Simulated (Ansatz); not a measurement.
# CH4AlNO: how energies converge with the basis set

The task here is to estimate one member of a computed series from the others.

Computed with Ansatz 0.2.0, Gaussian basis. Level: one geometry, several basis sets.

The runs, in order: PBE0-D4/def2-SVP; ωB97M-V/def2-SVP; PBE0-D4/def2-QZVPP; ωB97M-V/def2-QZVPP; the functionals' def2-TZVPP values are taken from earlier runs.

**Structure used throughout**

All runs share one geometry, relaxed beforehand with PBE0-D4 in a triple-zeta def2 set.

SMILES `[OH][Al]1[CH2][NH]1`, 8 atoms, charge 0, spin multiplicity 1.

Atoms are counted from 1 here; the program's logs count them from 0.

Bond lengths: O1–Al2 1.681 Å, O1–H5 0.955 Å, Al2–C3 1.900 Å, Al2–N4 1.716 Å, C3–N4 1.525 Å, C3–H6 1.093 Å, C3–H7 1.093 Å, N4–H8 1.004 Å. Angles: Al2–O1–H5 125.9°, O1–Al2–C3 161.4°, O1–Al2–N4 149.0°, C3–Al2–N4 49.6°, Al2–C3–N4 58.9°, Al2–C3–H6 123.1°, Al2–C3–H7 123.1°, N4–C3–H6 115.1°, N4–C3–H7 115.1°, H6–C3–H7 110.4°, Al2–N4–C3 71.5°, Al2–N4–H8 168.4°, C3–N4–H8 120.1°.

Geometry (Å):

```tsv
atom	x (Å)	y (Å)	z (Å)
O1	-0.5815	2.0231	-1.2526
Al2	-0.1342	0.6630	-0.3719
C3	0.7705	-0.4703	0.8557
N4	-0.3637	-0.9994	-0.0153
H5	-1.2747	2.0622	-1.9083
H6	1.7520	-0.9061	0.6537
H7	0.5684	-0.4684	1.9297
H8	-0.6449	-1.9612	0.0533
```

Set-up of the first run:

File in.yaml:

```yaml
crystal:
  periodic: [false, false, false]
  atoms:
    - {symbol: O, position_ang: [-0.581475, 2.023104, -1.252602]}
    - {symbol: Al, position_ang: [-0.134197, 0.662972, -0.371905]}
    - {symbol: C, position_ang: [0.770477, -0.470276, 0.855744]}
    - {symbol: N, position_ang: [-0.363672, -0.999366, -0.015327]}
    - {symbol: H, position_ang: [-1.274728, 2.062189, -1.908308]}
    - {symbol: H, position_ang: [1.752024, -0.906061, 0.653651]}
    - {symbol: H, position_ang: [0.568408, -0.468392, 1.929677]}
    - {symbol: H, position_ang: [-0.644938, -1.961171, 0.053269]}
basis:
  gaussian: {orbitals: def2-SVP}
hamiltonian: {xc: pbe0, dispersion: d4}
output: {orbitals: {seedname: orbitals}}
```

Started as:

```bash
> ansatz run in.yaml --threads 2 --pin off --events-out ev --progress --plain --max-ram 4352MiB
```

Among the steps run: PBE0-D4 in def2-SVP; ωB97M-V in def2-SVP; PBE0-D4 in def2-QZVPP; ωB97M-V in def2-QZVPP.

One of the session's tables, all rows but one given; the rest of the session is left out.

| functional | basis | HOMO (eV) |
| --- | --- | --- |
| PBE0-D4 | def2-SVP | -6.17 |
| PBE0-D4 | def2-TZVPP | ? |
| PBE0-D4 | def2-QZVPP | -6.42 |
| ωB97M-V | def2-SVP | -8.49 |
| ωB97M-V | def2-TZVPP | -8.70 |
| ωB97M-V | def2-QZVPP | -8.76 |

**Question.** Estimate the row for PBE0-D4, def2-TZVPP.

The run gave: HOMO (eV): -6.36. In the column «HOMO (eV)» it lies between PBE0-D4, def2-QZVPP (-6.42) and PBE0-D4, def2-SVP (-6.17).
